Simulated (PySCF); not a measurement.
NAlCl2H2, in a box:

```
N Al Cl H
1.0
    12.00000    0.00000    0.00000
     0.00000   13.00000    0.00000
     0.00000    0.00000   12.00000
N Al Cl H
1 1 2 2
Direct
  0.46551 0.59195 0.48452
  0.48779 0.45958 0.49599
  0.60861 0.40351 0.60467
  0.39355 0.35764 0.40100
  0.50782 0.64559 0.52772
  0.40870 0.62445 0.43385
```

Base run:

```yaml
Program: PySCF 2.14.0
Functional: BLYP
Potentials_or_basis: def2-svp (all-electron)
k_mesh: 1 × 1 × 1
Occupations: fixed
Spin: no spin polarisation
```

Its results: gap between the frontier levels 5.09 eV.

**Question.** After a change of settings the same cell gave: gap between the frontier levels 9.62 eV. Which change was it?
A. functional from BLYP to BHandHLYP; dispersion from none to D4
B. functional from BLYP to r2SCANh
C. functional from BLYP to B3PW91; dispersion from none to D3(BJ)

**Answer.** A.

Caveats: this is a molecule in a periodic box at the Γ point, so its band gap is the HOMO-LUMO gap; the basis of atomic orbitals isn't converged, which shifts pressures, moduli and gaps.

Not every run made on this cell is shown here.
